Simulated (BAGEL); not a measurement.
# singlet C2H6Si2 at 6 levels

We compute a comparison of 6 runs (HF/STO-3G, HF/3-21G, HF/6-31G*, B3LYP/6-31G*, PBE0/cc-pVDZ, RI-MP2/cc-pVDZ) of singlet C2H6Si2. 

The calculation is run with BAGEL 1.2.2.

11 further runs of the same task are left out: 11 set aside as unsound or not needed.

### 1 Starting point

C2H6Si2 has 10 atoms, charge 0, and is taken as a singlet. As SMILES of the parent species, `C=C[Si][SiH3]`. The coordinates come from a GFN2-xTB relaxation. This is one conformer, not always the lowest. That shape belongs to the parent species and isn't relaxed for this state.

Bond lengths: C1–C2 1.343 Å, C2–Si3 1.858 Å, Si3–Si4 2.276 Å, C1–H5 1.078 Å, C1–H6 1.078 Å, C2–H7 1.084 Å, Si4–H8 1.472 Å, Si4–H9 1.468 Å, Si4–H10 1.470 Å. Some angles: C1–C2–Si3 123.8°, C2–Si3–Si4 126.7°, C1–C2–H7 117.8°, Si3–C2–H7 118.4°, C2–C1–H5 122.1°, C2–C1–H6 121.9°, Si3–Si4–H8 114.1°, Si3–Si4–H9 105.5°, Si3–Si4–H10 116.6°, H5–C1–H6 116.0°.

### 2 A single-point energy at HF/STO-3G (density fitting with qzvpp-jkfit) (run 1)

The input, calc.json:

```json
{ "bagel" : [

{
  "title" : "molecule",
  "basis" : "sto-3g",
  "df_basis" : "qzvpp-jkfit",
  "angstrom" : true,
  "geometry" : [
    { "atom" : "C", "xyz" : [   -0.480580,    1.173710,   -1.536960 ] },
    { "atom" : "C", "xyz" : [    0.789720,    0.811770,   -1.296000 ] },
    { "atom" : "Si", "xyz" : [    1.304440,   -0.261300,    0.130290 ] },
    { "atom" : "Si", "xyz" : [   -0.063370,   -1.202460,    1.687760 ] },
    { "atom" : "H", "xyz" : [   -0.749190,    1.804830,   -2.368200 ] },
    { "atom" : "H", "xyz" : [   -1.294260,    0.849010,   -0.908250 ] },
    { "atom" : "H", "xyz" : [    1.556590,    1.175980,   -1.970720 ] },
    { "atom" : "H", "xyz" : [   -0.754460,   -2.416790,    1.224210 ] },
    { "atom" : "H", "xyz" : [    0.813870,   -1.589550,    2.799410 ] },
    { "atom" : "H", "xyz" : [   -1.122760,   -0.345190,    2.238470 ] }
  ]
},
{ "title" : "hf" },
{ "title" : "print", "file" : "orbitals.molden", "orbitals" : true }

]}
```

Command:

```
$ BAGEL_NUM_THREADS=1 BAGEL calc.json > calc.out
```

The program printed:

```text
* using 1 threads per process

  ===============================================================
  ===============================================================

  *** Geometry ***

  { "atom" : "C", "xyz" : [     -0.908165,      2.217990,     -2.904433 ] },
  { "atom" : "C", "xyz" : [      1.492355,      1.534023,     -2.449085 ] },
  { "atom" : "Si", "xyz" : [      2.465034,     -0.493785,      0.246212 ] },
[... 6 lines of this table left out ...]
  { "atom" : "H", "xyz" : [     -2.121709,     -0.652315,      4.230095 ] },

  Number of auxiliary basis functions:      514

  Since a DF basis is specified, we compute 2- and 3-index integrals:
    o Being stored without compression. Storage requirement is 0.005 GB

  Number of basis functions:       34
  Number of electrons      :       46

    * METHOD: MOLECULE                             0.22

  *** RHF ***

  === Nuclear Repulsion ===
   176.9512131756

      * DIIS with orbital gradients will be used.

  === RHF iteration (sto-3g) ===
      0       -649.34618850          0.00574035           0.03
      1       -649.36804455          0.00187079           0.03
      2       -649.37005165          0.00088133           0.03
[... 9 lines of this table left out ...]
     12       -649.37044345          0.00000001           0.03
    * SCF iteration converged.

    * Permanent dipole moment:
           (    0.233803,    -0.226700,     0.300260) a.u.

    * METHOD: HF                                   0.45

    * METHOD: PRINT                                0.00

  ===============================================================
```

It took 0.81 s on 1 thread of Arm Neoverse V1, shared host.

### 3 A single-point energy at HF/3-21G (density fitting with qzvpp-jkfit) (run 2)

The input, hf.json:

```json
{ "bagel": [

{
  "title": "molecule",
  "basis": "3-21g",
  "df_basis": "qzvpp-jkfit",
  "angstrom": true,
  "geometry": [
    { "atom": "C", "xyz": [   -0.480580,    1.173710,   -1.536960 ] },
    { "atom": "C", "xyz": [    0.789720,    0.811770,   -1.296000 ] },
    { "atom": "Si", "xyz": [    1.304440,   -0.261300,    0.130290 ] },
    { "atom": "Si", "xyz": [   -0.063370,   -1.202460,    1.687760 ] },
    { "atom": "H", "xyz": [   -0.749190,    1.804830,   -2.368200 ] },
    { "atom": "H", "xyz": [   -1.294260,    0.849010,   -0.908250 ] },
    { "atom": "H", "xyz": [    1.556590,    1.175980,   -1.970720 ] },
    { "atom": "H", "xyz": [   -0.754460,   -2.416790,    1.224210 ] },
    { "atom": "H", "xyz": [    0.813870,   -1.589550,    2.799410 ] },
    { "atom": "H", "xyz": [   -1.122760,   -0.345190,    2.238470 ] }
  ]
},
{ "title": "hf" },
{ "title": "print", "file": "orbitals.molden", "orbitals": true }

]}
```

Command:

```
$ BAGEL_NUM_THREADS=1 BAGEL hf.json > hf.out
```

The program printed:

```text
* using 1 threads per process

  ===============================================================
  ===============================================================

  *** Geometry ***

  { "atom" : "C", "xyz" : [     -0.908165,      2.217990,     -2.904433 ] },
  { "atom" : "C", "xyz" : [      1.492355,      1.534023,     -2.449085 ] },
  { "atom" : "Si", "xyz" : [      2.465034,     -0.493785,      0.246212 ] },
[... 6 lines of this table left out ...]
  { "atom" : "H", "xyz" : [     -2.121709,     -0.652315,      4.230095 ] },

  Number of auxiliary basis functions:      514

  Since a DF basis is specified, we compute 2- and 3-index integrals:
    o Being stored without compression. Storage requirement is 0.013 GB

  Number of basis functions:       56
  Number of electrons      :       46

    * METHOD: MOLECULE                             0.22

  *** RHF ***

  === Nuclear Repulsion ===
   176.9512131756

      * DIIS with orbital gradients will be used.

  === RHF iteration (3-21g) ===
      0       -653.42364432          0.01233798           0.05
      1       -653.47662606          0.00398269           0.05
      2       -653.48272724          0.00140308           0.05
[... 12 lines of this table left out ...]
     15       -653.48371932          0.00000001           0.05
    * SCF iteration converged.

    * Permanent dipole moment:
           (    0.885588,    -0.560424,     0.657965) a.u.

    * METHOD: HF                                   0.89

    * METHOD: PRINT                                0.01

  ===============================================================
```

It took 1.3 s on 1 thread of Arm Neoverse V1, shared host; peak memory 0.093 GiB.

Run 3 isn't shown in full; the table further down has it.

### 4 The energy at B3LYP/6-31G(d) (density fitting with qzvpp-jkfit, spherical functions) (run 4)

The input, input.json:

```json
{ "bagel": [

{
  "title": "molecule",
  "basis": "6-31gs.json",
  "df_basis": "qzvpp-jkfit",
  "angstrom": true,
  "geometry": [
    { "atom": "C", "xyz": [      -0.480580,       1.173710,      -1.536960 ] },
    { "atom": "C", "xyz": [       0.789720,       0.811770,      -1.296000 ] },
    { "atom": "Si", "xyz": [       1.304440,      -0.261300,       0.130290 ] },
    { "atom": "Si", "xyz": [      -0.063370,      -1.202460,       1.687760 ] },
    { "atom": "H", "xyz": [      -0.749190,       1.804830,      -2.368200 ] },
    { "atom": "H", "xyz": [      -1.294260,       0.849010,      -0.908250 ] },
    { "atom": "H", "xyz": [       1.556590,       1.175980,      -1.970720 ] },
    { "atom": "H", "xyz": [      -0.754460,      -2.416790,       1.224210 ] },
    { "atom": "H", "xyz": [       0.813870,      -1.589550,       2.799410 ] },
    { "atom": "H", "xyz": [      -1.122760,      -0.345190,       2.238470 ] }
  ]
},

{
  "title": "ks",
  "xc_func": "b3lyp"
},

{
  "title": "print",
  "file": "orbitals.molden",
  "orbitals": true
}

]}
```

The basis set 6-31G* is read from a file made from the Basis Set Exchange's data (not shown).

Command:

```
$ BAGEL_NUM_THREADS=1 BAGEL input.json > input.out
```

The program printed:

```text
* using 1 threads per process

  ===============================================================
  ===============================================================

  *** Geometry ***

  { "atom" : "C", "xyz" : [     -0.908165,      2.217990,     -2.904433 ] },
  { "atom" : "C", "xyz" : [      1.492355,      1.534023,     -2.449085 ] },
  { "atom" : "Si", "xyz" : [      2.465034,     -0.493785,      0.246212 ] },
[... 6 lines of this table left out ...]
  { "atom" : "H", "xyz" : [     -2.121709,     -0.652315,      4.230095 ] },

  Number of auxiliary basis functions:      514

  Since a DF basis is specified, we compute 2- and 3-index integrals:
    o Being stored without compression. Storage requirement is 0.024 GB

  Number of basis functions:       76
  Number of electrons      :       46

    * METHOD: MOLECULE                             0.29

  *** Kohn-Sham DFT ***

    * Removing 17260 points whose weight is below 1.00e-10
    * Grid points: 131800

  === Nuclear Repulsion ===
   176.9512131756

       - DIIS with orbital gradients will be used.

  === KS iteration (b3lyp / 6-31gs.json) ===
      0       -628.62693219          0.14153936           0.45
      1       -599.84071911          0.15405488           0.42
      2       -620.64673161          0.11935179           0.42
[... 18 lines of this table left out ...]
     21       -658.69172156          0.00000001           0.40
    * SCF iteration converged.

    * Permanent dipole moment:
           (    0.764652,    -0.536909,     0.641884) a.u.

    * METHOD: KS                                   9.95

    * METHOD: PRINT                                0.02

  ===============================================================
```

Wall time 11 s (1 thread of Arm Neoverse V1, shared host); peak memory 0.48 GiB.

Run 5 isn't shown in full; the table further down has it.

### 5 A single-point energy at RI-MP2/cc-pVDZ (density fitting with qzvpp-jkfit) (run 6)

The input, job.json:

```json
{ "bagel" : [

{
  "title" : "molecule",
  "basis" : "cc-pvdz.json",
  "df_basis" : "qzvpp-jkfit",
  "angstrom" : true,
  "geometry" : [
    { "atom" : "C", "xyz" : [   -0.480580,    1.173710,   -1.536960 ] },
    { "atom" : "C", "xyz" : [    0.789720,    0.811770,   -1.296000 ] },
    { "atom" : "Si", "xyz" : [    1.304440,   -0.261300,    0.130290 ] },
    { "atom" : "Si", "xyz" : [   -0.063370,   -1.202460,    1.687760 ] },
    { "atom" : "H", "xyz" : [   -0.749190,    1.804830,   -2.368200 ] },
    { "atom" : "H", "xyz" : [   -1.294260,    0.849010,   -0.908250 ] },
    { "atom" : "H", "xyz" : [    1.556590,    1.175980,   -1.970720 ] },
    { "atom" : "H", "xyz" : [   -0.754460,   -2.416790,    1.224210 ] },
    { "atom" : "H", "xyz" : [    0.813870,   -1.589550,    2.799410 ] },
    { "atom" : "H", "xyz" : [   -1.122760,   -0.345190,    2.238470 ] }
  ]
},
{
  "title" : "hf"
},
{
  "title" : "mp2",
  "ncore" : 12
}

]}
```

The basis set cc-pVDZ is read from a file made from the Basis Set Exchange's data (not shown).

Command:

```
$ BAGEL_NUM_THREADS=1 BAGEL job.json > job.out
```

The program printed:

```text
* using 1 threads per process

  ===============================================================
  ===============================================================

  *** Geometry ***

  { "atom" : "C", "xyz" : [     -0.908165,      2.217990,     -2.904433 ] },
  { "atom" : "C", "xyz" : [      1.492355,      1.534023,     -2.449085 ] },
  { "atom" : "Si", "xyz" : [      2.465034,     -0.493785,      0.246212 ] },
[... 6 lines of this table left out ...]
  { "atom" : "H", "xyz" : [     -2.121709,     -0.652315,      4.230095 ] },

[... 23 lines left out ...]
    * SCF iteration converged.
[... 1 line left out ...]
    * Permanent dipole moment:
[... 2 lines left out ...]
    * METHOD: HF                                   1.72

  *** RHF ***

  === Nuclear Repulsion ===
   176.9512131756

      * DIIS with orbital gradients will be used.

  === RHF iteration (cc-pvdz.json) ===
      0       -656.98536945          0.00000000           0.09
    * SCF iteration converged.

    * Permanent dipole moment:
           (    0.756727,    -0.506903,     0.574323) a.u.

  === DF-MP2 calculation ===

    * freezing 12 orbitals
    * 3-index integral transformation done
    * assembly done

      MP2 correlation energy:   -0.4464722644      0.05

      MP2 total energy:       -657.4318417175

    * METHOD: MP2                                  0.24

  ===============================================================
```

Run time: 2.4 s. Hardware: 1 thread of Arm Neoverse V1, shared host; peak memory 0.14 GiB.

### 6 All runs side by side

```tsv
run	level	frozen core orbitals	energy (Eh)	dipole moment (D)	HOMO energy (eV)	LUMO energy (eV)	wall time
1	HF/STO-3G (density fitting with qzvpp-jkfit)	–	-649.370443	1.13	-4.25	5.18	0.81 s
2	HF/3-21G (density fitting with qzvpp-jkfit)	–	-653.483719	3.15	-7.21	0.19	1.3 s
3	HF/6-31G* (density fitting with qzvpp-jkfit, spherical functions)	–	-656.944092	3.03	-7.25	0.29	1.9 s
4	B3LYP/6-31G* (density fitting with qzvpp-jkfit, spherical functions)	–	-658.691722	2.88	-4.88	-3.10	11 s
5	PBE0/cc-pVDZ (density fitting with qzvpp-jkfit)	–	-658.342414	2.61	-5.16	-3.05	12 s
6	RI-MP2/cc-pVDZ (density fitting with qzvpp-jkfit)	12	-657.431842	–	–	–	2.4 s
```

### 7 What came out

```
                                           quantity          value
                                run 6: total energy  -657.43184 Eh
run 6: correlation energy (12 core orbitals frozen)     -446.5 mEh
```

What this shows: Over runs 1, 2, 3, 4, 5 the dipole moment (its size) runs from 1.13 D (HF/STO-3G) to 3.15 D (HF/3-21G). Over runs 1, 2, 3, 4, 5 the HOMO–LUMO gap runs from 1.79 eV (B3LYP/6-31G*) to 9.43 eV (HF/STO-3G). The two ends differ in method and basis. Totals of different functionals can't be ranked against each other. In run 1 the basis is minimal, so the values are rough. All runs together took 29 s, the longest 12 s.
